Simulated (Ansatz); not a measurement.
# SiB4C: the cost of one run

Computed with Ansatz 0.2.0 (DFT PBE, scalar-relativistic, plane waves, PAW, unless a step's input says otherwise).

## 1. Starting point

It takes space group F-43m (No. 216, cubic). The conventional cell has a = 6.006 Å, b = 6.006 Å, c = 6.006 Å, α = 90.00°, β = 90.00°, γ = 90.00°. Si (site symmetry -43m) has 12 B at 2.49 Å and 4 C at 2.60 Å as nearest neighbours. Around B (site symmetry 3m) lie 6 B at 2.11 to 2.14 Å. Around C (site symmetry -43m) lie 12 B at 2.49 Å and 4 Si at 2.60 Å.

As a file:

```cif
data_structure
_symmetry_space_group_name_H-M 'F-43m'
_symmetry_Int_Tables_number 216
_cell_length_a 6.0056
_cell_length_b 6.0056
_cell_length_c 6.0056
_cell_angle_alpha 90.000
_cell_angle_beta 90.000
_cell_angle_gamma 90.000
_cell_volume 216.61
loop_
_atom_site_label
_atom_site_type_symbol
_atom_site_symmetry_multiplicity
_atom_site_Wyckoff_symbol
_atom_site_fract_x
_atom_site_fract_y
_atom_site_fract_z
_atom_site_occupancy
Si1 Si 4 a 0.00000 0.00000 0.00000 1
B1 B 16 e 0.87413 0.37413 0.12587 1
C1 C 4 c 0.25000 0.25000 0.25000 1
```

Recipe of the guess: species swapped into a database cell of YbCdCu4 (F-43m, No. 216), with C on the Yb sites, Si on the Cd sites and B on the Cu sites. Its size is a rough estimate.

## 2. A first look at the guess

input.yaml reads:

```yaml
crystal:
  lattice:
    - [0.0, 3.00281821, 3.00281821]
    - [3.00281821, 0.0, 3.00281821]
    - [3.00281821, 3.00281821, 0.0]
  atoms:
    - { symbol: Si, position: [0.0, 0.0, 0.0] }
    - { symbol: B, position: [0.87760997, 0.37413001, 0.37413001] }
    - { symbol: B, position: [0.37413001, 0.37413001, 0.37413001] }
    - { symbol: B, position: [0.37413001, 0.87760997, 0.37413001] }
    - { symbol: B, position: [0.37413001, 0.37413001, 0.87760997] }
    - { symbol: C, position: [0.75, 0.75, 0.75] }
basis:
  ecutwfc: 420
kpoints:
  mp_grid: { grid: [6, 6, 6] }
hamiltonian:
  xc: pbe
scf:
  occupations: { method: gaussian, width: 0.1 }
  lower_state_search: "off"
output:
  forces: true
  stress: true
  eigenvalues: true
```

Run with:

```bash
ansatz run input.yaml --threads 1 --pin off --max-ram 2560MiB --backend cpu --events-out ev --progress --plain --runs-dir out
```

What time and memory should one allow on 1 thread of Intel Xeon 6975P-C (Granite Rapids), shared host?

About 1 s, with a peak of 0.35 GiB.
